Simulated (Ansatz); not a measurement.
## K, space group Cmcm: a series of slab calculations, step by step

Computed with Ansatz 0.2.0 through its Python package.

Contents of `k.cif`:
```cif
data_K
_cell_length_a 4.725125
_cell_length_b 4.725125
_cell_length_c 7.811798
_cell_angle_alpha 90.00000
_cell_angle_beta 90.00000
_cell_angle_gamma 117.87709
_symmetry_space_group_name_H-M 'P 1'
_symmetry_Int_Tables_number 1
loop_
_symmetry_equiv_pos_as_xyz
'x, y, z'
loop_
_atom_site_label
_atom_site_type_symbol
_atom_site_fract_x
_atom_site_fract_y
_atom_site_fract_z
K1 K    0.820613    0.179387    0.250000
K2 K    0.179387    0.820613    0.750000
```

Run as a notebook:

In [1]:
```python
from dataclasses import dataclass

import ansatz as az
from ase.build import surface
from ase.io import read
import numpy as np
import pandas as pd
```

In [2]:
```python
@dataclass(frozen=True)
class Settings:
    occupations: str = 'fermi_dirac'
    xc: str = 'lda'
    kmesh: tuple[int, ...] = (4, 4, 1)
```

In [3]:
```python
settings = Settings()
```

In [4]:
```python
atoms = read('k.cif')
# Miller indices count the vectors of the cell as typed
rows = []
for value in [3.0, 4.0, 5.0, 6.5, 8.0]:
    slab = surface(atoms, (0, 0, 1), 2, vacuum=value)
    slab.pbc = True
    setup = (
        az.Crystal.from_ase(slab).calculation()
        .occupations(settings.occupations)  # the run then minimises F = E - TS
        .functional(settings.xc)
        .kpoints(*settings.kmesh)
        .electric_field(axis=3, dipole_correction=True)
    )
    r = setup.run().report
    face = r['work_function']
    rows.append((value, len(slab), r['free_energy_ev'], face['dipole_moment_e_ang'], face.get('phi_plus_ev'), face.get('phi_minus_ev')))
```
```text
DeckWarning: basis.ecutwfc = 420 eV, auto-derived from the records' recommended cutoffs: set by K (normal level)
RunWarning: efield: at this solve's end the planar-averaged density reaches 1.95e-2 e/Å³ inside the ramp window [0.8936, 0.1064] (bound 1e-5 e/Å³); the window's nearer edge stands 1.11 Å from this solve's nearest atom along the axis. Its work functions, free energy, forces, stress, dipole, levels and responses can be off, and this figure does not tell by how much. The cell may have no vacuum [...]
```

In [5]:
```python
print(pd.DataFrame(rows, columns=['vacuum each side (A)', 'atoms', 'F (eV)', 'dipole (e A)', 'phi upper (eV)', 'phi lower (eV)']).round(4).to_string(index=False))
```
```text
 vacuum each side (A)  atoms     F (eV)  dipole (e A)  phi upper (eV)  phi lower (eV)
                  3.0      4 -5984.6895          -0.0          1.4756          1.4756
                  4.0      4 -5984.6070           0.0          2.1826          2.2495
                  5.0      4 -5984.5930          -0.0          2.3832          2.4004
                  6.5      4 -5984.5917          -0.0          2.4544          2.4544
                  8.0      4 -5984.5918           0.0          2.4638          2.4640
```

Notes:
- Absolute energies stand on the zero of these potentials, so only differences at equal settings mean something. A total without «per atom» is that of the whole cell that was run.
- The density doesn't vanish in the vacuum (a short gap or a low cutoff), which blurs the vacuum level.
- The mesh is modest for a metal, so energies can be off by several to tens of meV an atom and pressures by half a GPa or more; differences at equal mesh fare better.
- This isn't the structure that K takes at ambient conditions.
- Warnings are shown shortened and without file and line.
- The slabs are thin, unrelaxed cuts of the structure as given, on a modest mesh, so the surface energy isn't converged; Miller indices refer to the cell as typed, and unlike faces give only a mean.
- Finished in 15 s on 1 thread of Arm Neoverse V2, with other jobs on the host, peak memory 0.57 GiB.
